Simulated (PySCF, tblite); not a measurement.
**C₆H₁₃FGeSi: geometry, infrared bands and NMR shifts**

Aim: predict the infrared bands and NMR shifts of C₆H₁₃FGeSi (`FCC1=[CH][GeH2][C@H](C[SiH3])C1`).

Programs: tblite 0.8.0 and PySCF 2.14.0, with density-fitted response routines of our own. Each step states its level of theory. These are calculated values for one molecule in the gas phase, unless marked as measured. Atoms count from 0, in the outputs and in this text.

## Step 1: The starting structure

22 atoms, charge 0, multiplicity 1; geometry from: force field or distance geometry start.

Bonds of the start (Å): F0–C1 1.36, C1–C2 1.53, C2–C3 1.32, C3–Ge4 1.95, Ge4–C5 1.98, C5–C6 1.51, C6–Si7 1.87, C5–C8 1.50, C8–C2 1.46, C1–H9 1.10, C1–H10 1.11, C3–H11 1.09, Ge4–H12 1.53, Ge4–H13 1.52, C5–H14 1.09, C6–H15 1.12, C6–H16 1.11, Si7–H17 1.48, Si7–H18 1.47, Si7–H19 1.48, C8–H20 1.11, C8–H21 1.12.

## Step 2: Relaxing the molecule with GFN2-xTB

What the job is given:

```
{"job": {"kind": "relax", "xc": "GFN2-xTB", "basis": "xTB"}, "charge": 0, "multiplicity": 1}
F     -3.925900    -1.000800     0.606800
C     -2.730700    -1.380500     0.082500
C     -1.702800    -0.256200     0.156200
C     -2.043800     0.926400     0.645700
Ge    -0.437400     2.023700     0.530300
C      0.664700     0.379200     0.427500
C      1.901200     0.617500    -0.403100
Si     3.003000    -0.886500    -0.531100
C     -0.348800    -0.404800    -0.358400
H     -2.893400    -1.667100    -0.966000
H     -2.362700    -2.279000     0.619900
H     -3.006100     1.213500     1.059100
H     -0.424700     2.810600    -0.777500
H     -0.169100     2.832000     1.786500
H      0.859100     0.012000     1.437400
H      2.473500     1.460400     0.059000
H      1.576000     0.984500    -1.393500
H      2.899800    -1.438300    -1.897100
H      2.668900    -1.913000     0.471600
H      4.395500    -0.448200    -0.269100
H     -0.048600    -1.467200    -0.253100
H     -0.357900    -0.098900    -1.435400
```

On the command line:

```console
$ OMP_NUM_THREADS=1 python probes_run.py task.json out
```

This one command runs all jobs of the session in turn.

**Question.** This job is followed by: GFN2-xTB harmonic vibrations, gas phase; GIAO PBE0/pcSseg-1 NMR shielding, non-relativistic, gas phase. Predict these results of the whole session: strongest single infrared mode (GFN2-xTB); zero-point energy (GFN2-xTB); 13C shifts against TMS (PBE0/pcSseg-1); 1H shifts against TMS (PBE0/pcSseg-1, means over atoms taken as alike); 19F shifts against CFCl3 (PBE0/pcSseg-1); 73Ge shifts against GeMe4 (PBE0/pcSseg-1); 29Si shifts against TMS (PBE0/pcSseg-1).

**Answer**, as computed:

| quantity | value |
| --- | --- |
| strongest single infrared mode (GFN2-xTB) | 1977 cm⁻¹, 503 km/mol |
| zero-point energy (GFN2-xTB) | 101.5 kcal/mol |
| 13C shifts against TMS (PBE0/pcSseg-1) | 167.1, 124.1, 88.0, 43.5, 29.8, 15.9 ppm |
| 1H shifts against TMS (PBE0/pcSseg-1, means over atoms taken as alike) | 6.48, 5.20, 5.20, 4.66, 4.53, 3.86, 2.39, 1.97, 1.93, 1.45, 1.15 ppm |
| 19F shifts against CFCl3 (PBE0/pcSseg-1) | -253.6 ppm |
| 73Ge shifts against GeMe4 (PBE0/pcSseg-1) | -90 ppm |
| 29Si shifts against TMS (PBE0/pcSseg-1) | -72.4 ppm |

Over 132 steps the energy fell by 0.550 eV; of the close pairs, C2–C8 changed most, 1.456 to 1.507 Å. All 60 modes are real, so the xTB geometry is a minimum. The strongest single mode, at 1977 cm⁻¹, moves mainly H13 and H12. GFN2-xTB is a fitted tight-binding method: band positions and strengths are rough. Its intensities can rank the bands wrongly. The most deshielded hydrogen is H11 (hydrogen on an alkene CH), at 6.48 ppm: a vinylic proton, deshielded by the sp2 carbon and the C=C anisotropy. At PBE0/pcSseg-1: The largest span, 275 ppm, is at Ge4, where the paramagnetic term is -1335 ppm. Spin-orbit coupling is left out, which matters for shieldings and couplings at and beside the heavy atoms.
